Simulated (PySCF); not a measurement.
# C₆H₁₁B: electronic excitations

Wanted: the electronic excitations of C₆H₁₁B (`CC=C=CB(C)C`), by calculation.

The runs use PySCF 2.14.0, with density-fitted response routines of our own; the level of theory stands in each step. All values are computed, except where a source is named. Atoms are numbered from 0 throughout.

## 1. Starting geometry

18 atoms, charge 0, multiplicity 1; geometry from: GFN2-xTB.

Bonds of the start (Å): C0–C1 1.50, C1–C2 1.30, C2–C3 1.31, C3–B4 1.55, B4–C5 1.58, B4–C6 1.58, C0–H7 1.09, C0–H8 1.09, C0–H9 1.09, C1–H10 1.08, C3–H11 1.09, C5–H12 1.09, C5–H13 1.09, C5–H14 1.09, C6–H15 1.09, C6–H16 1.09, C6–H17 1.09.

## 2. Excited states and response: wB97X-D/def2-SVPD

Job settings and geometry (Å):

```
{"job": {"kind": "uv", "xc": "wB97X-D", "basis": "def2-SVPD", "nstates": 8, "ntriplets": 3}, "charge": 0, "multiplicity": 1}
C      3.115200    -0.790819    -0.548155
C      2.209673     0.072011     0.282397
C      1.114213     0.613438    -0.148038
C     -0.023417     1.102211    -0.568640
B     -1.372767     0.352747    -0.446350
C     -2.680416     1.055038    -0.990056
C     -1.448090    -1.085386     0.197815
H      3.185544    -1.787511    -0.111808
H      2.736302    -0.877853    -1.563337
H      4.118191    -0.365557    -0.578458
H      2.525283     0.241501     1.304593
H     -0.001137     2.090526    -1.019454
H     -2.778495     2.073086    -0.615033
H     -3.597633     0.522615    -0.749838
H     -2.633848     1.141689    -2.076187
H     -2.069536    -1.066443     1.092834
H     -0.480248    -1.494534     0.477008
H     -1.927579    -1.790440    -0.480469
```

Level: TDDFT wB97X-D/def2-SVPD, vertical, gas phase, core orbitals frozen in the response.

On the command line:

```
OMP_NUM_THREADS=1 python probes_run.py task.json out
```

One launch serves the whole session: the jobs run in the order shown.

What will the session give for the following? lowest singlet (wB97X-D/def2-SVPD); brightest single state of those computed; lowest triplet. Wanted: lowest singlet; brightest single state of those computed; lowest triplet.

The runs gave:

| quantity | value |
| --- | --- |
| lowest singlet (wB97X-D/def2-SVPD) | 4.58 eV (271 nm), f = 0.000 |
| brightest single state of those computed | state 7, 7.50 eV, f = 0.651 |
| lowest triplet | 4.20 eV |

What this shows: The first singlet state (HOMO→LUMO 0.96) lies at 4.58 eV and is dark; of the 8 states computed, the strongest absorption comes from state 7 at 7.50 eV. The lowest triplet lies 0.38 eV below the lowest singlet (triplets in Tamm-Dancoff, singlets in full TDDFT).
